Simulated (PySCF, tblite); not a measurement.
# C₅H₁₁BO₃: geometry, infrared bands and NMR shifts

Aim: predict the infrared bands and NMR shifts of C₅H₁₁BO₃ (`CO[C@H]1C[C@@H](B(O)O)C1`).

Computed with tblite 0.8.0 and PySCF 2.14.0, with density-fitted response routines of our own, on a single molecule in the gas phase. Atoms count from 0, in the outputs and in this text.

## (1) Starting geometry

20 atoms, charge 0, multiplicity 1; geometry from: force field or distance geometry start.

Bonds of the start (Å): C0–O1 1.40, O1–C2 1.39, C2–C3 1.50, C3–C4 1.52, C4–B5 1.58, B5–O6 1.48, B5–O7 1.49, C4–C8 1.51, C8–C2 1.49, C0–H9 1.13, C0–H10 1.10, C0–H11 1.11, C2–H12 1.12, C3–H13 1.12, C3–H14 1.12, C4–H15 1.09, O6–H16 1.01, O7–H17 0.98, C8–H18 1.09, C8–H19 1.11.

## (2) Geometry optimisation with GFN2-xTB

What the job is given:

```
{"job": {"kind": "relax", "xc": "GFN2-xTB", "basis": "xTB"}, "charge": 0, "multiplicity": 1}
C     -2.924700    -0.861100    -0.266100
O     -1.543800    -1.058900    -0.184000
C     -0.959600     0.204500    -0.165400
C     -0.013400     0.400100     0.985800
C      1.130900     0.444900    -0.013200
B      2.120000    -0.781600     0.141100
O      1.988600    -1.487300     1.432400
O      3.540100    -0.555200    -0.248600
C      0.149900     0.357500    -1.151300
H     -3.242900    -0.258400     0.638700
H     -3.424700    -1.843300    -0.310900
H     -3.129500    -0.267100    -1.185400
H     -1.694800     1.045300    -0.223000
H      0.044300    -0.446000     1.712100
H     -0.156000     1.393000     1.480500
H      1.686300     1.386600    -0.011900
H      2.475300    -0.936500     2.132000
H      3.618900    -0.312700    -1.197600
H      0.264800    -0.508800    -1.796400
H      0.065000     1.276400    -1.772100
```

Launch:

```console
OMP_NUM_THREADS=1 python probes_run.py task.json out
```

One launch serves the whole session: the jobs run in the order shown.

**Question.** This job is followed by: GFN2-xTB harmonic vibrations, gas phase; GIAO PBE0/pcSseg-1 NMR shielding, non-relativistic, gas phase. Predict these results of the whole session: strongest single infrared mode (GFN2-xTB); zero-point energy (GFN2-xTB); 13C shifts against TMS (PBE0/pcSseg-1, means over atoms taken as alike); 1H shifts against TMS (PBE0/pcSseg-1, means over atoms taken as alike); 17O shifts against H2O (PBE0/pcSseg-1, means over atoms taken as alike); 11B shifts against BF3·OEt2 (PBE0/pcSseg-1); surface potential, 1st and 99th percentile.

**Answer**, as computed:

| quantity | value |
| --- | --- |
| strongest single infrared mode (GFN2-xTB) | 1308 cm⁻¹, 265 km/mol |
| zero-point energy (GFN2-xTB) | 102.3 kcal/mol |
| 13C shifts against TMS (PBE0/pcSseg-1, means over atoms taken as alike) | 75.2, 56.5, 32.5, 11.7 ppm |
| 1H shifts against TMS (PBE0/pcSseg-1, means over atoms taken as alike) | 4.02, 3.83, 3.31, 2.32, 2.06, 1.40 ppm |
| 17O shifts against H2O (PBE0/pcSseg-1, means over atoms taken as alike) | 118.9, 56.6 ppm |
| 11B shifts against BF3·OEt2 (PBE0/pcSseg-1) | 30.0 ppm |
| surface potential, 1st and 99th percentile | -1.51 V and 2.16 V |

**Reading.** Relaxing lowered the energy by 2.163 eV in 126 steps; the close pair that moved most is B5–O6, from 1.477 to 1.346 Å. All 54 modes are real, so the xTB geometry is a minimum. The strongest single mode, at 1308 cm⁻¹, moves mainly B5. Unscaled tight-binding wavenumbers are off by several per cent, some by more. Its intensities can rank the bands wrongly. C2 (sp3 CH bonded to O) lies farthest downfield among carbon, at 75.2 ppm; deshielded by the electronegative neighbour. At PBE0/pcSseg-1: Shielding is most anisotropic at O6, O7 (span 173 ppm, paramagnetic term -168 ppm).
